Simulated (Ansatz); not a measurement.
Working through a projected density of states of TaSi2, space group P6_222

Computed with Ansatz 0.2.0, Python API.

`tasi2.cif`
```cif
data_TaSi2
_cell_length_a 4.780000
_cell_length_b 4.780000
_cell_length_c 6.564000
_cell_angle_alpha 90.00000
_cell_angle_beta 90.00000
_cell_angle_gamma 120.00000
_symmetry_space_group_name_H-M 'P 1'
_symmetry_Int_Tables_number 1
loop_
_symmetry_equiv_pos_as_xyz
'x, y, z'
loop_
_atom_site_label
_atom_site_type_symbol
_atom_site_fract_x
_atom_site_fract_y
_atom_site_fract_z
Ta1 Ta    0.500000    0.000000    0.500000
Ta2 Ta    0.500000    0.500000    0.833333
Ta3 Ta    0.000000    0.500000    0.166667
Si4 Si    0.166650    0.333300    0.500000
Si5 Si    0.833350    0.166650    0.833333
Si6 Si    0.666700    0.833350    0.166667
Si7 Si    0.833350    0.666700    0.500000
Si8 Si    0.166650    0.833350    0.833333
Si9 Si    0.333300    0.166650    0.166667
```

The cells in order, each with its output:

**Cell 1**
```python
import warnings

import ansatz as az
from ase.io import read
import numpy as np
```

**Cell 2**
```python
warnings.simplefilter("ignore", az.DeckWarning)
```

**Cell 3**
```python
atoms = read("tasi2.cif")
tasi2 = az.Crystal.from_ase(atoms)

tasi2.resolved().tree()["lattice"]
```
Output:
```text
((4.78, 0.0, 0.0), (-2.3899999999999992, 4.139601430089617, 0.0), (0.0, 0.0, 6.564))
```

**Cell 4**
```python
calc = (
    tasi2.calculation()
    .basis(510)
    .kpoints(mesh=(6, 6, 4))
    .occupations("Fermi-Dirac", width=0.1)
    .functional("pbesol")
    .scf(extra_bands=24)
    .density_of_states(projected=True, energy_step=0.1)
)
result = calc.run(threads=1, pin="off")
rep = result.report
```

**Cell 5**
```python
[(site.symbol, site.position_frac.round(4).tolist()) for site in result.lattice.sites]
```
Output:
```text
[(<Element.TA: 'Ta'>, [0.5, 0.0, 0.5]), (<Element.TA: 'Ta'>, [0.5, 0.5, 0.8333]),
 (<Element.TA: 'Ta'>, [0.0, 0.5, 0.1667]), (<Element.SI: 'Si'>, [0.1667, 0.3333, 0.5]),
 (<Element.SI: 'Si'>, [0.8334, 0.1667, 0.8333]), (<Element.SI: 'Si'>, [0.6667, 0.8334, 0.1667]),
 (<Element.SI: 'Si'>, [0.8334, 0.6667, 0.5]), (<Element.SI: 'Si'>, [0.1666, 0.8334, 0.8333]),
 (<Element.SI: 'Si'>, [0.3333, 0.1667, 0.1667])]
```

**Cell 6**
```python
rep["free_energy_ev"]
```
Output:
```text
-33153.62520218939
```

**Cell 7**
```python
rep["n_kpoints"], rep["n_symmetry_ops"], rep["n_pw"]
```
Output:
```text
(21, 12, 3367)
```

**Cell 8**
```python
dos = result.density_of_states()
energy = np.asarray(dos.energies_ev) - dos.fermi_ev
curves = {}
for site in result.projected_density_of_states().sites:
    for shell in site.shells:
        weight = sum(np.sum(curve.g_bin_mean_per_ev, axis=0) for curve in shell.curves)
        name = f"{site.species} {shell.label}"
        curves[name] = curves.get(name, 0) + weight
```

**Cell 9**
```python
step = energy[1] - energy[0]
windows = [(-6, -3), (-3, 0), (0, 6)]
print("states by shell in windows of E - E_F (eV):", windows)
for name, g in curves.items():
    print(f"{name:8s}", " ".join(f"{step * g[(energy >= a) & (energy < b)].sum():8.3f}" for a, b in windows))
filled = (energy < 0) & (energy > -6)
for name, g in curves.items():
    if g[filled].sum() * step > 0.5:
        print(f"centre of {name}: {np.average(energy[filled], weights=g[filled]):.2f} eV")
```
Output:
```text
states by shell in windows of E - E_F (eV): [(-6, -3), (-3, 0), (0, 6)]
Ta 5S       0.036    0.005    0.061
Ta 6S       0.473    0.112    1.806
Ta 5P       0.113    0.103    0.033
Ta 5D       3.183    8.091   12.437
Si 3S       1.149    0.640    3.518
Si 3P       5.727    6.259    8.409
centre of Ta 6S: -4.17 eV
centre of Ta 5D: -2.52 eV
centre of Si 3S: -3.50 eV
centre of Si 3P: -3.22 eV
```

Absolute energies stand on the zero of these potentials, so only differences at equal settings mean something. A total without «per atom» is that of the cell as typed. The run is spin-unpolarised. The mesh is modest for a metal, so energies can be off by several to tens of meV an atom and pressures by half a GPa or more; differences at equal mesh fare better. Of the deposited cell: the entry's cell lengths or inner coordinates differ somewhat from later room-temperature determinations. Spin-orbit coupling, which matters for elements this heavy, is left out. The structure is a deposited one; some such entries were measured under pressure or heat, so a shift against it needn't be the functional's error alone. Curves are summed over the cell's atoms. Only shells that the potentials hold have channels, so projections don't add up to the total, least of all where a shell is missing (p of most metals); heights and places of peaks move with the mesh. The density of states is complete only as far up as bands were computed. A band centre counts only the states inside the window taken. Wall time of the script: 14 s on 1 thread of Intel(R) Xeon(R) Processor @ 2.30GHz, with other jobs on the host, peak memory 0.68 GiB.
